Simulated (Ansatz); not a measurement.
TiO2, space group P4_2/mnm, cell relaxations under several functionals

Computed with the Ansatz DFT code, driven from Python.

Contents of `tio2.cif`:
```cif
data_TiO2
_cell_length_a 4.592200
_cell_length_b 4.592200
_cell_length_c 2.957400
_cell_angle_alpha 90.00000
_cell_angle_beta 90.00000
_cell_angle_gamma 90.00000
_symmetry_space_group_name_H-M 'P 1'
_symmetry_Int_Tables_number 1
loop_
_symmetry_equiv_pos_as_xyz
'x, y, z'
loop_
_atom_site_label
_atom_site_type_symbol
_atom_site_fract_x
_atom_site_fract_y
_atom_site_fract_z
Ti1 Ti    0.000000    0.000000    0.000000
Ti2 Ti    0.500000    0.500000    0.500000
O3 O    0.304960    0.304960    0.000000
O4 O    0.195040    0.804960    0.500000
O5 O    0.695040    0.695040    0.000000
O6 O    0.804960    0.195040    0.500000
```

Notebook, run cell by cell (the value of a cell's last expression is shown):

**Cell 1**
```python
import warnings

import ansatz as az
from ase.io import read
import numpy as np
```

**Cell 2**
```python
def edges_and_angles(cell):
    cell = np.asarray(cell)
    a, b, c = np.linalg.norm(cell, axis=1)
    cosines = cell[1] @ cell[2] / (b * c), cell[0] @ cell[2] / (a * c), cell[0] @ cell[1] / (a * b)
    return (a, b, c, *np.degrees(np.arccos(cosines)))
```

**Cell 3**
```python
warnings.simplefilter("ignore", az.DeckWarning)
```

**Cell 4**
```python
atoms = read("tio2.cif")
xtal = az.Crystal.from_ase(atoms)
```

**Cell 5**
```python
[site.symbol for site in xtal.resolved().sites]
```
Output:
```text
['Ti', 'Ti', 'O', 'O', 'O', 'O']
```

**Cell 6**
```python
job = (
    xtal.calculation()
    .occupations("fixed")
    .kpoints(4, 4, 6)
    .relax(cell=True, force_tolerance=0.02, max_steps=100)
)

levels = [("pbe", "d4"), ("pbe", "d3bj"), ("r2scan", "none")]
print("level            a       b       c    alpha   beta  gamma  V/atom  steps")
for name, dispersion in levels:
    seen = []
    run = job.functional(name, dispersion=dispersion).session().plan()
    res = run.execute(on_event=lambda e: seen.append(e) if e["event"] == "relax_step" else None)
    cell = res.lattice.cell_ang
    label = name if dispersion == "none" else f"{name}+{dispersion}"
    print("{:13s} {:7.4f} {:7.4f} {:7.4f} {:6.2f} {:6.2f} {:6.2f}".format(label, *edges_and_angles(cell)), f"{abs(np.linalg.det(cell)) / len(res.lattice.sites):7.3f} {len(seen):5d}")
```
Output:
```text
level            a       b       c    alpha   beta  gamma  V/atom  steps
pbe+d4         4.6073  4.6073  2.9548  90.00  90.00  90.00  10.454     6
pbe+d3bj       4.6075  4.6075  2.9546  90.00  90.00  90.00  10.454     5
r2scan         4.5968  4.5968  2.9537  90.00  90.00  90.00  10.402     5
```

From smallest to largest: r2SCAN (10.40 Å³ an atom, +0.1 % against the start), PBE+D4 (10.45 Å³ an atom, +0.6 % against the start) and PBE+D3BJ (10.45 Å³ an atom, +0.6 % against the start). The spread is 0.5 % in volume.

What to keep in mind:
- No spin polarisation was allowed.
- The starting cell is as deposited in a crystallographic database; the results hold for this polymorph, which needn't be the stable one.
- Timing: 46 s on 1 thread of Arm Neoverse V2, with other jobs on the host, peak memory 0.64 GiB.
